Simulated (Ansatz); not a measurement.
# Si3H5F: a ladder of functionals and wavefunction methods

An exercise on one series of results from a longer session: the logs are not shown, and one member is left open.

The runs use Ansatz 0.2.0, Gaussian basis; functionals in def2-TZVPP, the program's frozen cores in correlated methods.

The runs, in order: LDA (SPW92), PBE-D4, revPBE-D4, BLYP-D4, r2SCAN-D4, B97M-V, PBE0-D4, B3LYP-D4, r2SCANh-D4, r2SCAN0-D4, HSE06-D4, BHLYP-D4, CAM-B3LYP-D4, LC-ωPBE, ωB97X-V, ωB97M-V, B2PLYP, PBE-QIDH; CCSD(T)/def2-SVP; CCSD(T)/def2-TZVPP; MP2/def2-QZVPP; extrapolation to the limit; RPA on PBE.

### Structure used throughout

An earlier PBE0-D4 in a triple-zeta def2 set relaxation fixed the geometry.

9 atoms, charge 0, spin multiplicity 1.

Atoms are counted from 1 here; the program's logs count them from 0.

Bond lengths: F1–Si2 1.601 Å, Si2–Si3 2.309 Å, Si2–Si4 2.309 Å, Si2–H5 1.485 Å, Si3–Si4 2.368 Å, Si3–H6 1.485 Å, Si3–H7 1.485 Å, Si4–H8 1.485 Å, Si4–H9 1.485 Å. Angles: F1–Si2–Si3 126.8°, F1–Si2–Si4 126.7°, F1–Si2–H5 109.7°, Si3–Si2–Si4 61.7°, Si3–Si2–H5 112.2°, Si4–Si2–H5 112.2°, Si2–Si3–Si4 59.1°, Si2–Si3–H6 118.6°, Si2–Si3–H7 121.5°, Si4–Si3–H6 108.7°, Si4–Si3–H7 126.6°, H6–Si3–H7 112.5°, Si2–Si4–Si3 59.2°, Si2–Si4–H8 121.6°, Si2–Si4–H9 118.4°, Si3–Si4–H8 126.7°, Si3–Si4–H9 108.6°, H8–Si4–H9 112.5°.

Geometry (Å):

| atom | x (Å) | y (Å) | z (Å) |
| --- | --- | --- | --- |
| F1 | -1.9040 | 1.1170 | -1.5297 |
| Si2 | -0.6578 | 0.1934 | -1.1333 |
| Si3 | 1.0965 | 0.7577 | 0.2584 |
| Si4 | -0.3896 | -0.9960 | 0.8276 |
| H5 | -0.2063 | -0.5732 | -2.3218 |
| H6 | 0.9088 | 1.8728 | 1.2210 |
| H7 | 2.5090 | 0.6163 | -0.1776 |
| H8 | -0.0911 | -2.4507 | 0.8211 |
| H9 | -1.1770 | -0.5837 | 2.0173 |

The first run:

Input file in.yaml:

```yaml
crystal:
  periodic: [false, false, false]
  atoms:
    - {symbol: F, position_ang: [-1.903983, 1.116964, -1.529745]}
    - {symbol: Si, position_ang: [-0.657753, 0.193389, -1.133337]}
    - {symbol: Si, position_ang: [1.096467, 0.757732, 0.258447]}
    - {symbol: Si, position_ang: [-0.389565, -0.996040, 0.827593]}
    - {symbol: H, position_ang: [-0.206278, -0.573200, -2.321783]}
    - {symbol: H, position_ang: [0.908759, 1.872799, 1.221031]}
    - {symbol: H, position_ang: [2.508964, 0.616278, -0.177605]}
    - {symbol: H, position_ang: [-0.091137, -2.450742, 0.821146]}
    - {symbol: H, position_ang: [-1.176974, -0.583682, 2.017253]}
basis:
  gaussian: {orbitals: def2-TZVPP}
hamiltonian: {xc: lda}
output: {orbitals: {seedname: orbitals}}
```

Launch:

```sh
ansatz run in.yaml --threads 2 --pin off --events-out ev --progress --plain --max-ram 4352MiB
```

Among the steps run: LDA; PBE-D4 (GGA); revPBE-D4 (GGA); BLYP-D4 (GGA); r2SCAN-D4 (meta-GGA); B97M-V (meta-GGA); B3LYP-D4 (hybrid); r2SCANh-D4 (hybrid); r2SCAN0-D4 (hybrid); HSE06-D4 (hybrid); BHLYP-D4 (hybrid); CAM-B3LYP-D4 (range-separated); LC-ωPBE (range-separated); ωB97X-V (range-separated); ωB97M-V (range-separated); B2PLYP (double hybrid); PBE-QIDH (double hybrid).

One of the session's tables, all rows but one given; the rest of the session is left out.

It belongs to the step «Frontier levels by functional». 

```
  functional  HOMO (eV)  LUMO (eV)  gap (eV)
 LDA (SPW92)      -6.15      -2.69      3.46
      PBE-D4      -6.06      -2.52      3.53
   revPBE-D4      -6.01      -2.45      3.56
     BLYP-D4      -5.90      -2.27      3.63
   r2SCAN-D4      -6.27      -2.35      3.92
      B97M-V      -6.36      -2.47      3.89
     PBE0-D4      -7.08      -1.69      5.40
    B3LYP-D4      -6.88      -1.77      5.11
  r2SCANh-D4      -6.65      -2.05      4.60
  r2SCAN0-D4          ?          ?         ?
    HSE06-D4      -6.69      -2.06      4.63
    BHLYP-D4      -7.99      -0.62      7.37
CAM-B3LYP-D4      -8.28      -0.48      7.80
     LC-ωPBE      -9.54       0.53     10.07
     ωB97X-V      -9.24       0.46      9.69
     ωB97M-V      -9.01       0.23      9.24
```

Estimate the missing values for r2SCAN0-D4.

Worked estimate for «HOMO (eV)». Against the share of exact exchange, r2SCAN-D4 (0, -6.27), r2SCANh-D4 (0.1, -6.65) give a slope of -3.80 per unit share; at 0.25 the line stands at -7.22.

**Answer.** HOMO (eV): -7.22; LUMO (eV): -1.60; gap (eV): 5.61. In «HOMO (eV)» the line misses by 0.00.
